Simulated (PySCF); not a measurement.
**ZrSH₂: relaxation and vibrations of the singlet**

Aim: relax ZrSH₂ as a singlet from a trigonal planar start, check by its vibrations whether the end is a minimum, and collect its spectrum and constants.

Method: PBE0, basis Zr def2-TZVP with ECP28, S def2-TZVP, H def2-TZVP, scalar-relativistic core potentials, no spin–orbit coupling, density fitting; program: PySCF 2.14.0.

## 1. The system as given

4 atoms, charge 0, spin multiplicity 1.

Bond lengths: Zr1–S2 2.210 Å, Zr1–H3 1.860 Å, Zr1–H4 1.860 Å. Angles: S2–Zr1–H3 120.0°, S2–Zr1–H4 120.0°, H3–Zr1–H4 120.0°.

Coordinates in bohr (charge 0 multiplicity 1):
```
Zr    0.5246    0.9086    0.0000
S    -1.5635   -2.7082    0.0000
H     4.0394    0.9086    0.0000
H    -1.2329    3.9526    0.0000
```

## 2. Trigonal planar start, singlet: relaxation

The steps below are one call of a driver around PySCF. For each, scf.py gives the equivalent set-up of the SCF; relaxations use the driver's own optimiser. Before each start the driver seeks the lowest SCF state from one or more starting densities and follows internal instabilities, so scf.py alone need not reach the same state.

The program finds C2v symmetry in the start, which this walk keeps.

File scf.py:

```python
from pyscf import gto, scf, dft
mol = gto.M(atom='''
Zr     0.277587     0.480808     0.000000
S     -0.827383    -1.433109    -0.000000
H      2.137584     0.480829     0.000000
H     -0.652433     2.091600     0.000000''',
    basis={'Zr': 'def2-TZVP', 'S': 'def2-TZVP', 'H': 'def2-TZVP'},
    ecp={'Zr': 'def2-TZVP'},
    charge=0, spin=0)
mf = dft.RKS(mol, xc='PBE0')
mf.grids.atom_grid = (50, 194)
aux = {'Zr': 'def2-universal-JKFIT', 'S': 'def2-universal-JKFIT', 'H': 'def2-universal-JKFIT'}
mf = mf.density_fit(auxbasis=aux)
mf.kernel()
```

Further steps of the session: Is it a minimum? Harmonic modes; Leaving the saddle point; Frequencies.

**Question.** What will these runs give? Wanted: minimum; geometry; wavenumbers; dipole moment; highest occupied, lowest empty level; polar-tensor charge of Zr1; zero-point energy; atomisation energy.

The runs gave:

```
                                 quantity                                                               value
                                  minimum                                                         singlet, Cs
                                 geometry  Zr–H 1.847 Å (×2), Zr–S 2.178 Å; H–Zr–H 110.0°, H–Zr–S 103.1° (×2)
                       wavenumbers (cm⁻¹)      396 (a'), 457 (a''), 537 (a'), 619 (a'), 1664 (a''), 1693 (a')
                            dipole moment                                                              5.87 D
     highest occupied, lowest empty level                                                     -7.38, -2.86 eV
               polar-tensor charge of Zr1                                                             +1.40 e
                        zero-point energy                                                         32.1 kJ/mol
                      entropy at 298.15 K                                                     276.4 J/(mol K)
atomisation energy (no zero-point energy)                                                         1124 kJ/mol
```

**Reading.** The trigonal planar start (C2v) ends in a minimum of Cs symmetry, after a stop at a saddle point 25.8 kJ/mol higher, from which it was pushed off along an imaginary mode. In the infrared the band at 1664 cm⁻¹ (a'', stretch) leads. With 5.9 D the molecule is strongly polar. Other starts or spin states, not run here, may lie lower. Whether spin polarisation would lower the closed shell was not checked.
